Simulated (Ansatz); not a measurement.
# C3H12GaN: small, medium and large basis sets

One table from this session's results is given with a row withheld; the runs are named, their logs left out.

Computed with Ansatz 0.2.0, Gaussian basis. Level: one geometry, several basis sets.

Plan: PBE0-D4/def2-SVP; ωB97M-V/def2-SVP; PBE0-D4/def2-QZVPP; ωB97M-V/def2-QZVPP; the functionals' def2-TZVPP values are taken from earlier runs.

## Structure used throughout

The geometry comes from an earlier relaxation with PBE0-D4 in a triple-zeta def2 set; it is a stationary point, not always the lowest conformer.

17 atoms, charge 0, spin multiplicity 1.

Atoms are counted from 1 here; the program's logs count them from 0.

Bond lengths: C1–N2 1.463 Å, C1–H6 1.090 Å, C1–H7 1.097 Å, C1–H8 1.090 Å, N2–C3 1.463 Å, N2–C4 1.463 Å, N2–Ga5 2.141 Å, C3–H9 1.090 Å, C3–H10 1.090 Å, C3–H11 1.097 Å, C4–H12 1.090 Å, C4–H13 1.097 Å, C4–H14 1.090 Å, Ga5–H15 1.584 Å, Ga5–H16 1.584 Å, Ga5–H17 1.584 Å. Angles: N2–C1–H6 109.3°, N2–C1–H7 110.8°, N2–C1–H8 109.3°, H6–C1–H7 109.3°, H6–C1–H8 108.6°, H7–C1–H8 109.3°, C1–N2–C3 110.3°, C1–N2–C4 110.3°, C1–N2–Ga5 108.6°, C3–N2–C4 110.3°, C3–N2–Ga5 108.6°, C4–N2–Ga5 108.6°, N2–C3–H9 109.3°, N2–C3–H10 109.3°, N2–C3–H11 110.8°, H9–C3–H10 108.6°, H9–C3–H11 109.3°, H10–C3–H11 109.3° and more.

Set-up of the first run:

The input, in.yaml:

```yaml
crystal:
  periodic: [false, false, false]
  atoms:
    - {symbol: C, position_ang: [-0.397378, 0.308881, -1.432775]}
    - {symbol: N, position_ang: [0.102843, -0.048375, -0.105165]}
    - {symbol: C, position_ang: [1.381579, 0.614510, 0.151403]}
    - {symbol: C, position_ang: [0.250952, -1.499425, 0.008550]}
    - {symbol: Ga, position_ang: [-1.313789, 0.610451, 1.358702]}
    - {symbol: H, position_ang: [-0.529308, 1.389395, -1.489996]}
    - {symbol: H, position_ang: [0.302971, -0.013249, -2.213496]}
    - {symbol: H, position_ang: [-1.363420, -0.169238, -1.595156]}
    - {symbol: H, position_ang: [1.724661, 0.361000, 1.154507]}
    - {symbol: H, position_ang: [1.246644, 1.694534, 0.091851]}
    - {symbol: H, position_ang: [2.136971, 0.302110, -0.580433]}
    - {symbol: H, position_ang: [0.595459, -1.749529, 1.012025]}
    - {symbol: H, position_ang: [0.971732, -1.877110, -0.727402]}
    - {symbol: H, position_ang: [-0.715888, -1.974984, -0.156557]}
    - {symbol: H, position_ang: [-1.290762, 2.160545, 1.031434]}
    - {symbol: H, position_ang: [-2.566458, -0.228861, 0.872090]}
    - {symbol: H, position_ang: [-0.556006, 0.119047, 2.660517]}
basis:
  gaussian: {orbitals: def2-SVP}
hamiltonian: {xc: pbe0, dispersion: d4}
output: {orbitals: {seedname: orbitals}}
```

Launch:

```bash
ansatz run in.yaml --threads 8 --pin off --events-out ev --progress --plain --max-ram 18278MiB
```

Among the steps run: PBE0-D4 in def2-SVP; ωB97M-V in def2-SVP; PBE0-D4 in def2-QZVPP; ωB97M-V in def2-QZVPP.

One table of the session follows, with a row left open; its other results are not shown here.

It belongs to the step «Density functionals: the series». 

```
functional       basis  HOMO (eV)  LUMO (eV)
   PBE0-D4    def2-SVP          ?          ?
   PBE0-D4  def2-TZVPP      -7.44       0.41
   PBE0-D4  def2-QZVPP      -7.45       0.16
   ωB97M-V    def2-SVP      -9.58       2.39
   ωB97M-V  def2-TZVPP      -9.70       1.94
   ωB97M-V  def2-QZVPP      -9.71       1.37
```

Estimate the missing values for PBE0-D4, def2-SVP.

The run gave: HOMO (eV): -7.37; LUMO (eV): 0.71. In the column «HOMO (eV)» it is the highest.
